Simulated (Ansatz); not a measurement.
# CaFe2P2: properties at the relaxed cell

One table from this session's results is given with a row withheld; the runs are named, their logs left out.

Computed with Ansatz 0.2.0 (DFT PBEsol, scalar-relativistic, plane waves, PAW, unless a step's input says otherwise).

## The structure to begin with

Symmetry: I4/mmm, No. 139, tetragonal system. The conventional cell has a = 3.787 Å, b = 3.787 Å, c = 9.641 Å, α = 90.00°, β = 90.00°, γ = 90.00°. Around Ca (site symmetry 4/mmm) lie 8 P at 2.99 Å and 8 Fe at 3.06 Å. Around Fe (site symmetry -4m2) lie 4 P at 2.18 Å. Around P (site symmetry 4mm) lie 4 Fe at 2.18 Å and 1 P at 2.66 Å and 4 Ca at 2.99 Å.

Structure file:

```
CELL_PARAMETERS angstrom
-1.89334 1.89334 4.82036
1.89334 -1.89334 4.82036
1.89334 1.89334 -4.82036
ATOMIC_POSITIONS crystal
Ca 0.00000 0.00000 0.00000
Fe 0.75000 0.25000 0.50000
Fe 0.25000 0.75000 0.50000
P 0.36202 0.36202 0.00000
P 0.63798 0.63798 0.00000
```

This cell was relaxed beforehand with the same method: volume 13.82 Å³/atom, gap on the mesh none (metal).

The first run:

File input.yaml:

```yaml
crystal:
  lattice:
    - [-1.8742142381, 1.8742142381, 4.7716662894]
    - [1.8742142381, -1.8742142381, 4.7716662894]
    - [1.8742142381, 1.8742142381, -4.7716662894]
  atoms:
    - { symbol: Ca, position: [0.0, 0.0, 0.0] }
    - { symbol: Fe, position: [0.75, 0.25, 0.5] }
    - { symbol: Fe, position: [0.25, 0.75, 0.5] }
    - { symbol: P, position: [0.3620159927, 0.3620159927, 0.0] }
    - { symbol: P, position: [0.6379840073, 0.6379840073, 0.0] }
basis:
  ecutwfc: 420
kpoints:
  mp_grid: { grid: [14, 14, 14] }
hamiltonian:
  xc: pbesol
scf:
  occupations: { method: gaussian, width: 0.1 }
output:
  forces: true
  stress: true
  eigenvalues: true
relax:
  adjacent_minimum: "off"
  f_tol: 0.01
  max_steps: 30
  cell: { stress_tol: 0.1, fix: [volume] }
```

The run is started by

```bash
$ ansatz run input.yaml --threads 2 --pin off --max-ram 5120MiB --backend cpu --events-out ev --progress --plain --runs-dir out
```

Among the steps run: Volume × 0.97; Point at V/V0 = 1.03; The cell scaled to 0.94 of its volume; Volume × 1.06.

One of the session's tables, all rows but one given; the rest of the session is left out.

It belongs to the step «Equation of state». 

```
volume (Å³/atom)  energy above the lowest point (meV/atom)  pressure (GPa)
          12.994                                      18.7            7.91
          13.409                                         ?               ?
          13.824                                       0.0            0.00
          14.238                                       3.4           -2.58
          14.653                                      12.7           -4.55
```

Estimate the missing values for volume (Å³/atom) = 13.409.

Worked estimate for «energy above the lowest point (meV/atom)». A straight line through the neighbours (12.994, 18.7) and (13.824, 0.0) gives 18.7 + (0.0 − 18.7) × (13.409 − 12.994) / (13.824 − 12.994) = 9.3; a parabola fitted to 3 rows on both sides gives 5.1.

As computed: energy above the lowest point (meV/atom): 4.2; pressure (GPa): 3.43. In «energy above the lowest point (meV/atom)» the line misses by +5.1 and the parabola by +0.9.

To keep in mind: Spin polarisation is off in the runs that give these values; a magnetic solution could lie lower.
